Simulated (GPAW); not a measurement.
The system is Ge3Pd.

```xyz
4
Lattice="4.1420 0.0000 0.0000 0.0000 4.1420 0.0000 0.0000 0.0000 4.1420" Properties=species:S:1:pos:R:3 pbc="T T T"
Pd    0.0000    0.0000    0.0000
Ge    2.0710    2.0710    0.0000
Ge    2.0710    0.0000    2.0710
Ge    0.0000    2.0710    2.0710
```

The cell comes from a database or a generator and needn't be the stable form of this composition.

* Program: GPAW 26.7.0
* Task: relaxation of cell and atoms
* Functional: PBEsol
* Dispersion: D4
* Potentials or basis: PAW data sets generated in the run's folder for this functional
* Cutoff: 600 eV
* Basis: pw
* k mesh: 7 × 7 × 7
* Occupations: fermi-dirac, width 0.05 eV
* Spin: no spin polarisation

At the start: pressure -6.8 GPa; volume 17.77 Å³/atom.

Question: How do energy, volume and symmetry change on relaxing?

Answer: Over 4 steps the energy falls by 29.0 meV/atom and the volume is 16.52 Å³/atom (-7.0 %); space group Pm-3m (No. 221, to 0.05 Å).

The path:
```tsv
step	energy change (eV)	largest force (eV/Å)	pressure (GPa)	volume (Å³)
1	0.0000	0.0000	-6.80	71.06
2	-0.0233	0.0000	-6.18	70.49
3	-0.1143	0.0000	0.97	65.46
4	-0.1161	0.0000	-0.10	66.09
```

Final structure:
```xyz
4
Lattice="4.0430 0.0000 0.0000 0.0000 4.0430 0.0000 0.0000 0.0000 4.0430" Properties=species:S:1:pos:R:3 pbc="T T T"
Pd    0.0000    0.0000    0.0000
Ge    2.0215    2.0215    0.0000
Ge    2.0215    0.0000    2.0215
Ge    0.0000    2.0215    2.0215
```

Caveat: later steps reuse the first step's grids; pairwise dispersion overbinds metals, which lowers pressure and volume.
